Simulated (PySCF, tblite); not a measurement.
**C₈H₁₃NSi: geometry, infrared bands and NMR shifts**

Aim: predict the infrared bands and NMR shifts of C₈H₁₃NSi (`C#CC[C@H](CC#CC)N[SiH3]`).

Programs: tblite 0.8.0 and PySCF 2.14.0, with density-fitted response routines of our own. Each step states its level of theory. These are calculated values for one molecule in the gas phase, unless marked as measured. Atoms are numbered from 0 throughout.

### 1 The molecule as given

23 atoms, charge 0, multiplicity 1; geometry from: force field or distance geometry start.

Bonds of the start (Å): C0–C1 1.22, C1–C2 1.47, C2–C3 1.53, C3–C4 1.49, C4–C5 1.48, C5–C6 1.21, C6–C7 1.47, C3–N8 1.41, N8–Si9 1.75, C0–H10 1.06, C2–H11 1.10, C2–H12 1.10, C3–H13 1.14, C4–H14 1.11, C4–H15 1.10, C7–H16 1.11, C7–H17 1.10, C7–H18 1.11, N8–H19 1.02, Si9–H20 1.49, Si9–H21 1.47, Si9–H22 1.49.

### 2 Geometry optimisation with GFN2-xTB

The job: settings as JSON, then the geometry in Å.

```
{"job": {"kind": "relax", "xc": "GFN2-xTB", "basis": "xTB"}, "charge": 0, "multiplicity": 1}
C     -2.410500    -0.909300     2.476500
C     -1.615900    -0.350600     1.732800
C     -0.641500     0.324600     0.858400
C     -0.364300    -0.639100    -0.295000
C      0.610700    -0.047000    -1.248900
C      1.847400     0.236800    -0.496300
C      2.866300     0.450200     0.127000
C      4.101000     0.681900     0.888600
N     -1.505700    -1.260800    -0.846100
Si    -2.736100    -0.234800    -1.556900
H     -3.118600    -1.371300     3.123400
H      0.306400     0.412200     1.408000
H     -1.043200     1.290300     0.504900
H      0.215700    -1.476200     0.221300
H      0.288100     0.909200    -1.706600
H      0.879700    -0.816100    -1.989800
H      3.896600     1.021600     1.924700
H      4.661300     1.495100     0.393200
H      4.715900    -0.238700     0.969200
H     -1.411700    -2.212200    -1.199700
H     -3.931200    -1.083800    -1.795300
H     -2.395400     0.371500    -2.848800
H     -3.219500     0.832500    -0.634300
```

Run with:

```sh
OMP_NUM_THREADS=1 python probes_run.py task.json out
```

One launch serves the whole session: the jobs run in the order shown.

**Question.** This job is followed by: GFN2-xTB harmonic vibrations, gas phase; GIAO PBE0/pcSseg-1 NMR shielding, non-relativistic, gas phase. Predict these results of the whole session: strongest single infrared mode (GFN2-xTB); zero-point energy (GFN2-xTB); ¹³C shifts against TMS (PBE0/pcSseg-1); ¹H shifts against TMS (PBE0/pcSseg-1, means over atoms taken as alike); ¹⁵N shifts against NH3 (PBE0/pcSseg-1); ²⁹Si shifts against TMS (PBE0/pcSseg-1).

**Answer**, as computed:

| quantity | value |
| --- | --- |
| strongest single infrared mode (GFN2-xTB) | 2140 cm⁻¹, 366 km/mol |
| zero-point energy (GFN2-xTB) | 111.6 kcal/mol |
| ¹³C shifts against TMS (PBE0/pcSseg-1) | 88.2, 85.6, 83.2, 76.1, 58.9, 31.7, 25.0, 4.7 ppm |
| ¹H shifts against TMS (PBE0/pcSseg-1, means over atoms taken as alike) | 4.65, 3.27, 3.24, 2.37, 2.23, 2.06, 1.99, 1.42, 0.31 ppm |
| ¹⁵N shifts against NH3 (PBE0/pcSseg-1) | 30.8 ppm |
| ²⁹Si shifts against TMS (PBE0/pcSseg-1) | -69.8 ppm |

What this shows: The optimisation took 121 steps and gained 0.562 eV; among the close pairs (by a distance rule), C3–C4 changed most, from 1.487 to 1.546 Å. The lowest mode is imaginary (21i cm⁻¹), so the xTB geometry is not a minimum. The strongest single mode, at 2140 cm⁻¹, moves mainly H21. Unscaled tight-binding wavenumbers are off by several per cent, some by more. Its intensities can rank the bands wrongly. At PBE0/pcSseg-1: The largest span, 296 ppm, is at C1, where the paramagnetic term is -161 ppm.
